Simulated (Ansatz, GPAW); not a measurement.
# NaCl with GLLB-SC from a Python script

These are simulated results from GPAW 26.7.0, not measurements. The cell was built from a prototype and was relaxed with r2SCAN in plane waves (Ansatz 0.2.0). Not every such cell is a known phase. All runs are without spin polarisation.

Space group Fm-3m (No. 225), cubic; conventional cell a = 5.605 Å, 22.02 Å³ an atom. Around Na lie 6 Cl at 2.80 Å; around Cl lie 6 Na at 2.80 Å.

GLLB-SC is a model potential. Its fundamental gap is the Kohn-Sham gap plus a derivative discontinuity, which the script evaluates at the band edges among the listed k points. Its total energy isn't variational and serves nothing here.

Input script:

```python
import json
from ase import Atoms
from gpaw import GPAW, PW, FermiDirac

atoms = Atoms(['Na', 'Cl'],
              cell=[[0.0, 2.80269879, 2.80269879], [2.80269879, 0.0, 2.80269879], [2.80269879, 2.80269879, 0.0]],
              scaled_positions=[[0.0, 0.0, 0.0], [0.5, 0.5, 0.5]],
              pbc=True)
calc = GPAW(mode=PW(400), xc='GLLBSC', kpts={'size': (6, 6, 6), 'gamma': True},
            occupations=FermiDirac(0.02), maxiter=100, legacy_gpaw=True, txt='gpaw.txt')
atoms.calc = calc
res = {'energy': atoms.get_potential_energy(force_consistent=True)}
res['electrons'] = calc.get_number_of_electrons()
res['k'] = calc.get_ibz_k_points().tolist()
res['levels'] = [calc.get_eigenvalues(kpt=i).tolist() for i in range(len(res['k']))]
points = [[0.0, 0.0, 0.0], [0.5, 0.0, 0.5], [0.625, 0.25, 0.625], [0.375, 0.375, 0.75], [0.5, 0.5, 0.5], [0.5, 0.25, 0.75]]
bands = calc.fixed_density(kpts=points, symmetry='off', nbands=round(res['electrons']) // 2 + 6, convergence={'bands': -2}, txt='bands.txt')
res['points'] = [bands.get_eigenvalues(kpt=i).tolist() for i in range(len(points))]
homo, lumo = bands.get_homo_lumo()
potential = calc.hamiltonian.xc.response.calculate_discontinuity_potential(homo, lumo)
res['discontinuity'] = bands.hamiltonian.xc.response.calculate_discontinuity(potential)
json.dump(res, open('results.json', 'w'))
print('free energy (eV):', round(res['energy'], 5))
```

Command: `python run.py`. It took 16 s on 1 thread of Arm Neoverse N1, on a shared host, peak memory 0.14 GiB.

The log gpaw.txt, trimmed of paths, versions and times, then the last line on the terminal. An iter line gives the energy in eV and the logarithms of the changes of orbitals (plane waves alone) and density (c: converged):

```
___ ___ ___ _ _ _
 |   |   |_  | | | |

 | | | | | . | | | |

 |__ |  _|___|_____|  26.7.0
 |___|_|

Input parameters:
  kpts: {gamma: True,
         size: (6, 6, 6)}
  maxiter: 100
  mode: {ecut: 400.0,
         name: pw}
  occupations: {fixmagmom: False,
                name: fermi-dirac,
                width: 0.02}
  xc: GLLBSC

System changes: positions, numbers, cell, pbc, initial_charges, initial_magmoms

Initialize ...

species:
  Na:
    name:    Sodium
    Z:       11.0
    valence: 7
    core:    4
    charge:  0.0  # [|e|]
    compensation charges:
      type: gauss
      rc: 0.37  # [Å]
      lmax: 2
    cutoffs:
      filter: 2.17  # [Å]
      core: 2.51  # [Å]
    projectors
    | kind |    occ | energy [eV] | rcut [Å] |

    |------|--------|-------------|----------|

    |   3s |  1.000 |      -3.912 |    1.201 |

    |   2p |  6.000 |     -30.109 |    1.217 |

    |   3p |  0.000 |      -2.230 |    1.217 |

    |    s |        |      23.299 |    1.201 |

    |    d |        |       0.000 |    1.238 |

    Using partial waves for Na as LCAO basis

  Cl:
    name:    Chlorine
    Z:       17.0
    valence: 7
    core:    10
    charge:  0.0  # [|e|]
    compensation charges:
      type: gauss
      rc: 0.25  # [Å]
      lmax: 2
    cutoffs:
      filter: 1.40  # [Å]
      core: 1.49  # [Å]
    projectors
    | kind |    occ | energy [eV] | rcut [Å] |

    |------|--------|-------------|----------|

    |   3s |  2.000 |     -24.525 |    0.794 |

    |   3p |  5.000 |     -12.463 |    0.794 |

    |    s |        |       2.686 |    0.794 |

    |    p |        |      14.748 |    0.794 |

    |    d |        |       0.000 |    0.794 |

    Using partial waves for Cl as LCAO basis

Reference energy: -16942.937239  # eV

Spin-paired calculation

Convergence criteria:
 Maximum [total energy] change in last 3 cyles: 0.0005 eV / valence electron
 Maximum integral of absolute [dens]ity change: 0.0001 electrons / valence electron
 Maximum integral of absolute [eigenst]ate change: 4e-08 eV^2 / valence electron
 Maximum number of scf [iter]ations: 100
 (Square brackets indicate name in SCF output, whereas a 'c' in
 the SCF output indicates the quantity has converged.)

Symmetries present (total): 48

  ( 1  0  0)  ( 1  0  0)  ( 1  0  0)  ( 1  0  0)  ( 1  0 -1)  ( 1  0 -1)
  ( 1  0 -1)  ( 1 -1  0)  ( 0  1  0)  ( 0  0  1)  ( 1  0  0)  ( 1 -1  0)
  ( 1 -1  0)  ( 1  0 -1)  ( 0  0  1)  ( 0  1  0)  ( 1 -1  0)  ( 1  0  0)

  ( 1  0 -1)  ( 1  0 -1)  ( 1 -1  0)  ( 1 -1  0)  ( 1 -1  0)  ( 1 -1  0)
  ( 0  1 -1)  ( 0  0 -1)  ( 1  0  0)  ( 1  0 -1)  ( 0 -1  1)  ( 0 -1  0)
  ( 0  0 -1)  ( 0  1 -1)  ( 1  0 -1)  ( 1  0  0)  ( 0 -1  0)  ( 0 -1  1)

  ( 0  1  0)  ( 0  1  0)  ( 0  1  0)  ( 0  1  0)  ( 0  1 -1)  ( 0  1 -1)
  ( 1  0  0)  ( 0  1 -1)  ( 0  0  1)  (-1  1  0)  ( 1  0 -1)  ( 0  1  0)
  ( 0  0  1)  (-1  1  0)  ( 1  0  0)  ( 0  1 -1)  ( 0  0 -1)  (-1  1  0)

  ( 0  1 -1)  ( 0  1 -1)  ( 0  0  1)  ( 0  0  1)  ( 0  0  1)  ( 0  0  1)
  ( 0  0 -1)  (-1  1  0)  ( 1  0  0)  ( 0  1  0)  ( 0 -1  1)  (-1  0  1)
  ( 1  0 -1)  ( 0  1  0)  ( 0  1  0)  ( 1  0  0)  (-1  0  1)  ( 0 -1  1)

  ( 0  0 -1)  ( 0  0 -1)  ( 0  0 -1)  ( 0  0 -1)  ( 0 -1  1)  ( 0 -1  1)
[... 5 lines left out ...]
  ( 1 -1  0)  ( 0  0  1)  ( 0 -1  1)  (-1  0  0)  ( 1 -1  0)  ( 0  0 -1)

  (-1  1  0)  (-1  1  0)  (-1  1  0)  (-1  1  0)  (-1  0  1)  (-1  0  1)
  ( 0  1  0)  ( 0  1 -1)  (-1  0  1)  (-1  0  0)  ( 0  0  1)  ( 0 -1  1)
  ( 0  1 -1)  ( 0  1  0)  (-1  0  0)  (-1  0  1)  ( 0 -1  1)  ( 0  0  1)

  (-1  0  1)  (-1  0  1)  (-1  0  0)  (-1  0  0)  (-1  0  0)  (-1  0  0)
  (-1  1  0)  (-1  0  0)  ( 0  0 -1)  ( 0 -1  0)  (-1  1  0)  (-1  0  1)
  (-1  0  0)  (-1  1  0)  ( 0 -1  0)  ( 0  0 -1)  (-1  0  1)  (-1  1  0)

216 k-points: 6 x 6 x 6 Monkhorst-Pack grid + [1/12,1/12,1/12]
16 k-points in the irreducible part of the Brillouin zone
       k-points in crystal coordinates                weights
   0:     0.00000000    0.00000000    0.00000000          1/216
   1:     0.16666667    0.16666667    0.00000000          6/216
   2:     0.16666667    0.16666667    0.16666667          8/216
   3:     0.33333333    0.16666667    0.16666667         12/216
   4:     0.33333333    0.33333333   -0.33333333         12/216
   5:     0.33333333    0.33333333    0.00000000          6/216
   6:     0.33333333    0.33333333    0.16666667         24/216
   7:     0.33333333    0.33333333    0.33333333          8/216
   8:     0.50000000    0.33333333   -0.33333333         24/216
   9:     0.50000000    0.33333333   -0.16666667         12/216
          ...
  15:     0.50000000    0.50000000    0.50000000          4/216

Wave functions: Plane wave expansion
  Cutoff energy: 400.000 eV
  Number of coefficients (min, max): 782, 821
  Pulay-stress correction: 0.000000 eV/Ang^3 (de/decut=0.000000)
  Using FFTW library
  ScaLapack parameters: grid=1x1, blocksize=None
  Wavefunction extrapolation:
    Improved wavefunction reuse through dual PAW basis

Occupation numbers: Fermi-Dirac:
  width: 0.0200  # eV

Eigensolver
   Davidson(niter=2)

Densities:
  Coarse grid: 20*20*20 grid
  Fine grid: 40*40*40 grid
  Total Charge: 0.000000

Density mixing:
  Method: separate
  Backend: msr1
  Linear mixing parameter: 0.05
  old densities: 10
  Width of damping distribution: 1.1
  Damping of long wavelength oscillations: 20

Hamiltonian:
  XC and Coulomb potentials evaluated on a 40*40*40 grid
  Using the GLLBSC Exchange-Correlation functional
  External potential:
    NoExternalPotential

XC parameters: GLLBSC functional being used consists of
  -----------------------------------------------------------------------
  | Weight | Module     | Description                                   |

  -----------------------------------------------------------------------
  |  1.000 | SCREENING  | GGA_X_PBE_SOL with 2 nearest neighbor stencil |

  |  1.000 | RESPONSE   | eps=0.0500 eV                                 |

  |  1.000 | XC         | GGA_C_PBE_SOL with 2 nearest neighbor stencil |

  -----------------------------------------------------------------------

Memory estimate:
  Process memory now: 109.74 MiB
  Calculator: 9.79 MiB
    Density: 3.87 MiB
      Arrays: 1.59 MiB
      Localized functions: 1.06 MiB
      Mixer: 1.22 MiB
    Hamiltonian: 1.06 MiB
      Arrays: 1.04 MiB
      XC: 0.00 MiB
      Poisson: 0.00 MiB
      vbar: 0.03 MiB
    Wavefunctions: 4.86 MiB
      Arrays psit_nG: 2.20 MiB
      Eigensolver: 0.22 MiB
      Projections: 0.07 MiB
      Projectors: 1.86 MiB
      PW-descriptor: 0.51 MiB

Total number of cores used: 1

Number of atoms: 2
Number of atomic orbitals: 11
Number of bands in calculation: 11
Number of valence electrons: 14
Bands to converge: occupied

... initialized

Initializing position-dependent things.

Density initialized from atomic densities
Creating initial wave functions:
  11 bands from LCAO basis set
Positions:
   0 Na     0.000000    0.000000    0.000000    ( 0.0000,  0.0000,  0.0000)
   1 Cl     2.802699    2.802699    2.802699    ( 0.0000,  0.0000,  0.0000)

Unit cell:
           periodic     x           y           z      points  spacing
  1. axis:    yes    0.000000    2.802699    2.802699    20     0.1618
  2. axis:    yes    2.802699    0.000000    2.802699    20     0.1618
  3. axis:    yes    2.802699    2.802699    0.000000    20     0.1618

  Lengths:   3.963615   3.963615   3.963615
  Angles:   60.000000  60.000000  60.000000

Effective grid spacing dv^(1/3) = 0.1766

iter:   1    -7.710877
iter:   2    -7.844324   -1.62  -1.36
iter:   3    -7.649650   -2.86  -1.29
iter:   4    -7.141037   -1.79  -1.40
iter:   5    -6.934045   -2.13  -1.79
iter:   6    -6.777048   -3.15  -1.71
iter:   7    -6.841268   -3.85  -1.61
iter:   8    -6.916049   -2.84  -1.68
iter:   9    -6.957553   -3.35  -2.12
iter:  10    -6.954381   -4.07  -2.53
iter:  11    -6.961723   -4.50  -2.88
iter:  12    -6.962080   -5.39  -4.10c
iter:  13    -6.959294c  -4.53  -4.01c
iter:  14    -6.962432c  -4.67  -3.93
iter:  15    -6.962658c  -5.88  -4.25c
iter:  16    -6.962483c  -6.89  -4.23c
iter:  17    -6.962476c  -7.76c -4.66c

Converged after 17 iterations.

Energy contributions relative to reference atoms: (reference = -16942.937239)

Kinetic:        +18.412118
Potential:      -16.996671
External:        +0.000000
XC:              -8.406520
Entropy (-ST):   -0.000000
Local:           +0.028598
SIC:             +0.000000
--------------------------
Free energy:     -6.962476
Extrapolated:    -6.962476

GLLBSC response reference energy: -3.13381 eV (from HOMO)

Showing only first 2 kpts
 Kpt  Band  Eigenvalues  Occupancy
  0     5     -3.13360    2.00000
  0     6     -3.13359    2.00000
  0     7      3.42834    0.00000
  0     8     12.76270    0.00000

  1     5     -3.28381    2.00000
  1     6     -3.28380    2.00000
  1     7      4.43021    0.00000
  1     8      9.27820    0.00000

Fermi level: -1.60400

Gap: 6.562 eV
Transition (v -> c):
  (s=0, k=0, n=6, [0.00, 0.00, 0.00]) -> (s=0, k=0, n=7, [0.00, 0.00, 0.00])
No difference between direct/indirect transitions

free energy (eV): -6.96248
```

The gap in the log is over the mesh alone; results.json adds the listed points. GLLB-SC gives a gap of 9.52 eV (6.562 eV Kohn-Sham over the listed points plus 2.958 eV discontinuity). On the same cell, plane-wave PBE (Ansatz, 8×8×8 k points and the special points) gives a gap of 5.18 eV and r2SCAN a gap of 5.98 eV; on shared hosts these took about 2.2 and 5.4 core-seconds on the 2-atom cell, against 16 for the script. Semilocal gaps usually lie below measured ones.
